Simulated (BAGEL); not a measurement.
# C2H8OSi (SMILES CC[SiH2]O), step by step

We compute a single-point energy (HF/cc-pVDZ), then a single-point energy (NEVPT2(2,2)/cc-pVDZ) of C2H8OSi. 

Program for the calculation: BAGEL 1.2.2.

1 further run of the same task is left out (set aside as unsound or not needed).

**1. Starting point**

The species is C2H8OSi (12 atoms), meant as a singlet with charge 0. SMILES: `CC[SiH2]O`. One bond was lengthened or shortened from a relaxed shape.

Bond lengths: C1–C2 1.526 Å, C2–Si3 1.868 Å, Si3–O4 1.653 Å, C1–H5 1.094 Å, C1–H6 1.093 Å, C1–H7 1.093 Å, C2–H8 1.096 Å, C2–H9 0.932 Å, Si3–H10 1.494 Å, Si3–H11 1.484 Å, O4–H12 0.957 Å. Some angles: C1–C2–Si3 113.6°, C2–Si3–O4 112.4°, C1–C2–H8 110.5°, C1–C2–H9 110.5°, Si3–C2–H8 108.4°, Si3–C2–H9 107.5°, C2–C1–H5 111.5°, C2–C1–H6 111.3°, C2–C1–H7 111.8°, C2–Si3–H10 108.7°.

**2. A single-point energy at HF/cc-pVDZ (density fitting with svp-jkfit) (run 1)**

File calc.json:

```json
{ "bagel": [

{
  "title": "molecule",
  "basis": "cc-pvdz.json",
  "df_basis": "svp-jkfit",
  "angstrom": false,
  "geometry": [
    { "atom": "C", "xyz": [    -2.71685925,    -0.90175274,    -0.21903816 ] },
    { "atom": "C", "xyz": [    -0.31898577,    -1.43106503,     1.29463247 ] },
    { "atom": "Si", "xyz": [     2.59346013,    -0.04513989,    -0.14004760 ] },
    { "atom": "O", "xyz": [     2.42319581,     3.06251472,    -0.40649899 ] },
    { "atom": "H", "xyz": [    -2.57078342,    -1.63156497,    -2.14731469 ] },
    { "atom": "H", "xyz": [    -3.08932427,     1.12667928,    -0.34810645 ] },
    { "atom": "H", "xyz": [    -4.37868440,    -1.77140470,     0.64494463 ] },
    { "atom": "H", "xyz": [    -0.50606866,    -0.70484328,     3.22423182 ] },
    { "atom": "H", "xyz": [    -0.05877048,    -3.16680304,     1.44979788 ] },
    { "atom": "H", "xyz": [     2.98595625,    -1.20108536,    -2.68531972 ] },
    { "atom": "H", "xyz": [     4.82806128,    -0.54232683,     1.48077049 ] },
    { "atom": "H", "xyz": [     1.45962446,     3.73317853,    -1.78278652 ] }
  ]
},

{ "title": "hf" },

{ "title": "print", "file": "orbitals.molden", "orbitals": true }

]}
```

The basis set cc-pVDZ is read from a file made from the Basis Set Exchange's data (not shown).

On the command line:

```
$ BAGEL_NUM_THREADS=1 BAGEL calc.json > calc.out
```

Log:

```text
* using 1 threads per process

  ===============================================================
  ===============================================================

  *** Geometry ***

  { "atom" : "C", "xyz" : [     -2.716859,     -0.901753,     -0.219038 ] },
  { "atom" : "C", "xyz" : [     -0.318986,     -1.431065,      1.294632 ] },
  { "atom" : "Si", "xyz" : [      2.593460,     -0.045140,     -0.140048 ] },
  { "atom" : "O", "xyz" : [      2.423196,      3.062515,     -0.406499 ] },
  { "atom" : "H", "xyz" : [     -2.570783,     -1.631565,     -2.147315 ] },
  { "atom" : "H", "xyz" : [     -3.089324,      1.126679,     -0.348106 ] },
  { "atom" : "H", "xyz" : [     -4.378684,     -1.771405,      0.644945 ] },
  { "atom" : "H", "xyz" : [     -0.506069,     -0.704843,      3.224232 ] },
  { "atom" : "H", "xyz" : [     -0.058770,     -3.166803,      1.449798 ] },
  { "atom" : "H", "xyz" : [      2.985956,     -1.201085,     -2.685320 ] },
  { "atom" : "H", "xyz" : [      4.828061,     -0.542327,      1.480770 ] },
  { "atom" : "H", "xyz" : [      1.459624,      3.733179,     -1.782787 ] },

  Number of auxiliary basis functions:      499

  Since a DF basis is specified, we compute 2- and 3-index integrals:
    o Being stored without compression. Storage requirement is 0.040 GB

  Number of basis functions:      100
  Number of electrons      :       42

    * METHOD: MOLECULE                             0.31

  *** RHF ***

  === Nuclear Repulsion ===
   177.2640471142

      * DIIS with orbital gradients will be used.

  === RHF iteration (cc-pvdz.json) ===
      0       -443.94391458          0.01634440           0.10
      1       -444.13627103          0.00937571           0.10
      2       -444.20981669          0.00156676           0.10
      3       -444.21216809          0.00054512           0.10
      4       -444.21240495          0.00009469           0.10
      5       -444.21241401          0.00001995           0.10
      6       -444.21241456          0.00000640           0.10
      7       -444.21241461          0.00000107           0.10
      8       -444.21241461          0.00000033           0.10
      9       -444.21241461          0.00000012           0.10
     10       -444.21241461          0.00000003           0.10
     11       -444.21241461          0.00000001           0.10
     12       -444.21241461          0.00000000           0.10
    * SCF iteration converged.

    * Permanent dipole moment:
           (    0.549703,     0.231677,     0.294969) a.u.

    * METHOD: HF                                   1.55

    * METHOD: PRINT                                0.02

  ===============================================================
```

It took 2 s on 1 thread of Arm Neoverse V1, shared host; peak memory 0.15 GiB.

**3. The energy at NEVPT2(2,2)/cc-pVDZ (density fitting with svp-jkfit) (run 2)**

File job.json:

```json
{ "bagel": [

{
  "title": "molecule",
  "basis": "cc-pvdz.json",
  "df_basis": "svp-jkfit",
  "angstrom": false,
  "geometry": [
    { "atom": "C", "xyz": [ -2.71685925, -0.90175274, -0.21903816 ] },
    { "atom": "C", "xyz": [ -0.31898577, -1.43106503,  1.29463247 ] },
    { "atom": "Si", "xyz": [  2.59346013, -0.04513989, -0.14004760 ] },
    { "atom": "O", "xyz": [  2.42319581,  3.06251472, -0.40649899 ] },
    { "atom": "H", "xyz": [ -2.57078342, -1.63156497, -2.14731469 ] },
    { "atom": "H", "xyz": [ -3.08932427,  1.12667928, -0.34810645 ] },
    { "atom": "H", "xyz": [ -4.37868440, -1.77140470,  0.64494463 ] },
    { "atom": "H", "xyz": [ -0.50606866, -0.70484328,  3.22423182 ] },
    { "atom": "H", "xyz": [ -0.05877048, -3.16680304,  1.44979788 ] },
    { "atom": "H", "xyz": [  2.98595625, -1.20108536, -2.68531972 ] },
    { "atom": "H", "xyz": [  4.82806128, -0.54232683,  1.48077049 ] },
    { "atom": "H", "xyz": [  1.45962446,  3.73317853, -1.78278652 ] }
  ]
},
{
  "title": "hf"
},
{
  "title": "casscf",
  "nstate": 1,
  "nact": 2,
  "nclosed": 20,
  "active": [14, 27],
  "maxiter": 200,
  "natocc": true
},
{
  "title": "nevpt2",
  "nstate": 1,
  "nact": 2,
  "nclosed": 20,
  "active": [14, 27],
  "maxiter": 200,
  "natocc": true,
  "ncore": 8
},
{
  "title": "print",
  "file": "orbitals.molden",
  "orbitals": true
}

]}
```

The basis set cc-pVDZ is read from a file made from the Basis Set Exchange's data (not shown).

On the command line:

```
$ BAGEL_NUM_THREADS=1 BAGEL job.json > job.out
```

Log:

```text
* using 1 threads per process

  ===============================================================
  ===============================================================

  *** Geometry ***

  { "atom" : "C", "xyz" : [     -2.716859,     -0.901753,     -0.219038 ] },
  { "atom" : "C", "xyz" : [     -0.318986,     -1.431065,      1.294632 ] },
  { "atom" : "Si", "xyz" : [      2.593460,     -0.045140,     -0.140048 ] },
  { "atom" : "O", "xyz" : [      2.423196,      3.062515,     -0.406499 ] },
  { "atom" : "H", "xyz" : [     -2.570783,     -1.631565,     -2.147315 ] },
  { "atom" : "H", "xyz" : [     -3.089324,      1.126679,     -0.348106 ] },
  { "atom" : "H", "xyz" : [     -4.378684,     -1.771405,      0.644945 ] },
  { "atom" : "H", "xyz" : [     -0.506069,     -0.704843,      3.224232 ] },
  { "atom" : "H", "xyz" : [     -0.058770,     -3.166803,      1.449798 ] },
  { "atom" : "H", "xyz" : [      2.985956,     -1.201085,     -2.685320 ] },
  { "atom" : "H", "xyz" : [      4.828061,     -0.542327,      1.480770 ] },
  { "atom" : "H", "xyz" : [      1.459624,      3.733179,     -1.782787 ] },

  Number of auxiliary basis functions:      499

  Since a DF basis is specified, we compute 2- and 3-index integrals:
    o Being stored without compression. Storage requirement is 0.040 GB

  Number of basis functions:      100
  Number of electrons      :       42

    * METHOD: MOLECULE                             0.31

  *** RHF ***

  === Nuclear Repulsion ===
   177.2640471142

      * DIIS with orbital gradients will be used.

  === RHF iteration (cc-pvdz.json) ===
      0       -443.94391458          0.01634440           0.10
      1       -444.13627103          0.00937571           0.10
      2       -444.20981669          0.00156676           0.10
      3       -444.21216809          0.00054512           0.10
      4       -444.21240495          0.00009469           0.10
      5       -444.21241401          0.00001995           0.10
      6       -444.21241456          0.00000640           0.10
      7       -444.21241461          0.00000107           0.10
      8       -444.21241461          0.00000033           0.10
      9       -444.21241461          0.00000012           0.10
     10       -444.21241461          0.00000003           0.10
     11       -444.21241461          0.00000001           0.10
     12       -444.21241461          0.00000000           0.10
    * SCF iteration converged.

    * Permanent dipole moment:
           (    0.549703,     0.231677,     0.294969) a.u.

    * METHOD: HF                                   1.54

  ---------------------------
      CASSCF calculation
  ---------------------------

    ==== Active orbitals : =====
         Orbital 14
         Orbital 27
    ============================

    * nstate   :      1
    * nclosed  :     20
    * nact     :      2
    * nvirt    :     78
  === CASSCF iteration (cc-pvdz.json) ===

    * Using the second-order algorithm

      0  0      -444.21248894     1.96e-05      0.03

      1  0      -444.21384487     2.11e-04      0.35

      2  0      -444.21994632     4.29e-04      0.48

      3  0      -444.22062895     2.27e-04      0.81

      4  0      -444.22222308     5.88e-04      0.58

      5  0      -444.22443171     1.86e-04      0.61

      6  0      -444.22459943     3.31e-05      0.63

      7  0      -444.22460142     1.18e-05      0.59

      8  0      -444.22460148     3.89e-06      0.65

      9  0      -444.22460148     1.21e-06      0.63

     10  0      -444.22460148     3.68e-07      0.62

     11  0      -444.22460148     1.11e-07      0.56

     12  0      -444.22460148     3.33e-08      0.52

     13  0      -444.22460148     9.97e-09      0.46

    * Second-order optimization converged. *

     guess   0:   closed 1.                   open ..

  === FCI iteration ===

      0  0      -444.21231370     6.97e-02      0.00
      1  0      -444.22459801     8.91e-04      0.00
      2  0 *    -444.22460148     9.19e-16      0.00

     * ci vector, state   0, <S^2> = 0.0000
       2.     0.9961346985
       .2    -0.0878388434

    * METHOD: CASSCF                               7.75

    * freezing 8 orbitals

  === DF-NEVPT2 calculation ===

    * 3-index integral transformation done
    * assembly done

      NEVPT2 correlation energy:   -0.5629778713      0.31

          (+0)     -0.4897726637
          (+0)'    -0.0216124574
          (+1)     -0.0086985872
          (+1)'    -0.0000000000
          (+2)     -0.0002656787
          (-1)     -0.0355683875
          (-1)'     0.0000000000
          (-2)     -0.0070600968

      NEVPT2 total energy:       -444.7875793548

    * METHOD: NEVPT2                               0.51

    * METHOD: PRINT                                0.02

  ===============================================================
```

Wall time 11 s (1 thread of Arm Neoverse V1, shared host); peak memory 0.15 GiB.

**4. Outcome**

| quantity | value |
| --- | --- |
| run 1, HF/cc-pVDZ: total energy | -444.21241 Eh |
| run 1, HF/cc-pVDZ: dipole moment | 1.69 D |
| run 1, HF/cc-pVDZ: HOMO energy | -11.27 eV |
| run 1, HF/cc-pVDZ: LUMO energy | 4.26 eV |
| run 1, HF/cc-pVDZ: HOMO–LUMO gap | 15.53 eV |
| run 2, NEVPT2(2,2)/cc-pVDZ: total energy | -444.78758 Eh |
